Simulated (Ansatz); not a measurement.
Run this with the Python package of Ansatz (0.2.0) and show what comes out.

Script `opt_ch8bfsi2.py`:
```python
# -*- coding: utf-8 -*-
import itertools

import ansatz as az
from ase.data import atomic_numbers, covalent_radii
import numpy as np

mol = (
    az.Crystal.molecule()
    .atom("B", [-1.0651, -0.1347, 1.6562])
    .atom("C", [-0.0632, -1.0499, 0.9416])
    .atom("F", [0.6461, -1.7, 1.8956])
    .atom("Si", [1.1637, -0.0393, -0.148])
    .atom("Si", [-0.0457, 0.8426, -1.863])
    .atom("H", [-2.269, -0.2171, 1.4424])
    .atom("H", [-0.7205, 0.7727, 2.371])
    .atom("H", [-0.5539, -1.7779, 0.3132])
    .atom("H", [2.1355, -0.9187, -0.6422])
    .atom("H", [1.7243, 1.0171, 0.6708])
    .atom("H", [-0.6823, -0.2225, -2.6123])
    .atom("H", [0.8907, 1.6269, -2.6802])
    .atom("H", [-1.1401, 1.7661, -1.3303])
)

setup = (
    mol.calculation()
    .basis(gaussian="def2-SVP")
    .functional("b3lyp")
)
symbols = [site.symbol for site in mol.cartesian_sites]
start = np.array([site.position_ang for site in mol.cartesian_sites], dtype=float)
summary = setup.relax(force_tolerance=0.01).run(threads=1).report
end = np.array(summary["positions_ang"])

for key in ("converged", "free_energy_ev", "reference_energy_ev", "n_frozen", "n_occupied", "n_virtual"):
    print(f"{key:22s} {summary[key]}")

radius = [covalent_radii[atomic_numbers[s]] for s in symbols]
span = lambda where, i, j: np.linalg.norm(where[i] - where[j])
bonded = [(i, j) for i, j in itertools.combinations(range(len(symbols)), 2) if min(span(start, i, j), span(end, i, j)) < 1.2 * (radius[i] + radius[j])]
print("pair        before    after (A)")
for i, j in bonded:
    print(f"{symbols[i]}{i}-{symbols[j]}{j}".ljust(10), f"{span(start, i, j):8.4f} {span(end, i, j):8.4f}")

charges = summary["charge_distribution"]
dipole = np.array(charges["dipole_moment_e_ang"]) * 4.803205
print("dipole (D): {:.3f} {:.3f} {:.3f}, length {:.3f}".format(*dipole, np.linalg.norm(dipole)))
print("atom  Mulliken   Lowdin")
for symbol, m, l in zip(symbols, charges["mulliken_charges_e"], charges["lowdin_charges_e"]):
    print(f"{symbol:4s} {m:9.3f} {l:8.3f}")
```

```console
$ python opt_ch8bfsi2.py
converged              True
free_energy_ev         -20307.551084946244
reference_energy_ev    -20307.551084946244
n_frozen               0
n_occupied             [28, 28]
n_virtual              [90, 90]
pair        before    after (A)
B0-C1        1.5336   1.5352
B0-H5        1.2255   1.2074
B0-H6        1.2054   1.2040
C1-F2        1.3549   1.3995
C1-Si3       1.9271   1.9485
C1-H7        1.0797   1.1082
Si3-Si4      2.2763   2.3598
Si3-H8       1.4007   1.4913
Si3-H9       1.4494   1.4921
Si4-H10      1.4495   1.4936
Si4-H11      1.4696   1.4930
Si4-H12      1.5279   1.4920
dipole (D): -0.601 0.345 -1.382, length 1.546
atom  Mulliken   Lowdin
B        0.016   -0.129
C        0.095   -0.070
F       -0.277    0.018
Si       0.240    0.276
Si       0.225    0.236
H       -0.025   -0.013
H       -0.002   -0.010
H        0.054    0.033
H       -0.055   -0.065
H       -0.062   -0.063
H       -0.074   -0.072
H       -0.068   -0.071
H       -0.068   -0.071
```

Reading the output:
- Total energies depend on the basis set; only differences at equal settings carry meaning.
- The end point is the stationary point reached from this start; no frequency run checks that it is a minimum, and the basis set is modest.
- The Löwdin charges here are taken after orthogonalising the functions within each atom; they differ from plain Löwdin charges, and their signs can be unphysical.
- b3lyp holds the VWN-RPA fit, as in Gaussian; the form of ORCA and Turbomole is b3lyp5.
- Timing: 78 s on 1 thread of Intel(R) Xeon(R) 6975P-C (Granite Rapids) (shared host), peak memory 0.35 GiB.

(A comment or docstring line of the script was reworded after the run, the code is as it ran; lines on the test bed's own set-up are left out of the output.)
